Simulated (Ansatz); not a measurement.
Be3N2, space group R3m, a convergence test of the plane-wave cutoff

With Ansatz's Python interface.

Notebook, run cell by cell (the value of a cell's last expression is shown):

In [1]:
```python
import ansatz as az
import pandas as pd
```

In [2]:
```python
structure = (
    az.Lattice.of((1.419805, 0.819725, 4.866216), (-1.419805, 0.819725, 4.866216), (0.0, -1.63945, 4.866216))
    .atom("Be", (0.859001, 0.859001, 0.859001))
    .atom("Be", (0.317695, 0.317695, 0.317695))
    .atom("Be", (0.088807, 0.088807, 0.088807))
    .atom("N", (0.204163, 0.204163, 0.204163))
    .atom("N", (0.708435, 0.708435, 0.708435))
)
```

In [3]:
```python
calculation = (
    structure.calculation()
    .kpoints(8)
    .occupations(az.OccupationsMethod.FIXED)
    .functional("lda")
    .forces()
    .stress()
)
```

In [4]:
```python
rows = []
for value in [250, 300, 350, 400]:
    r = calculation.basis(value).run(threads=1).report
    rows.append((value, r["free_energy_ev"] / len(r["lattice"]["sites"]), r["n_iterations"], sum(r["stress_gpa"][i][i] for i in range(3)) / 3, max(abs(f) for row in r["forces_ev_ang"] for f in row), r["n_pw"]))

table = pd.DataFrame(rows, columns=["cutoff (eV)", "F/atom (eV)", "iterations", "P (GPa)", "max component (eV/A)", "plane waves"])
table.round(5)
```
```text
DeckWarning: basis.ecutwfc = 250 eV is below the records' recommended 420 eV, and the density's cutoff is lower with it unless basis.ecutrho_ratio is high enough to keep the records' density cutoff: compare with a run at a higher cutoff
DeckWarning: basis.ecutwfc = 300 eV is below the records' recommended 420 eV, and the density's cutoff is lower with it unless basis.ecutrho_ratio is high enough to keep the records' density cutoff: compare with a run at a higher cutoff
DeckWarning: basis.ecutwfc = 350 eV is below the records' recommended 420 eV, and the density's cutoff is lower with it unless basis.ecutrho_ratio is high enough to keep the records' density cutoff: compare with a run at a higher cutoff
DeckWarning: basis.ecutwfc = 400 eV is below the records' recommended 420 eV, and the density's cutoff is lower with it unless basis.ecutrho_ratio is high enough to keep the records' density cutoff: compare with a run at a higher cutoff
```
Out [4]:
```text
   cutoff (eV)  F/atom (eV)  iterations  P (GPa)  max component (eV/A)  plane waves
0          250   -203.22083           7 -8.66636               0.09237          325
1          300   -203.52815           6 -7.69540               0.07222          379
2          350   -203.62748           6 -7.42642               0.05972          501
3          400   -203.65221           6 -7.51847               0.04779          627
```

In [5]:
```python
# the last row is the reference
for row in rows[:-1]:
    shift = 1000 * (row[1] - rows[-1][1])
    print(f"{row[0]}: {shift:+.2f} meV/atom" + ("  (within 5 meV)" if abs(shift) < 5 else ""))
```
```text
250: +431.38 meV/atom
300: +124.06 meV/atom
350: +24.73 meV/atom
```

Pressure is positive in compression. The structure comes from a database of computed cells and needn't be a stable or known phase. Warnings are shown shortened and without file and line. Shifts are counted from the last row, which is itself no proven limit. Wall time of the script: 9.7 s on 1 thread of Arm Neoverse V1, with other jobs on the host, peak memory 0.41 GiB.
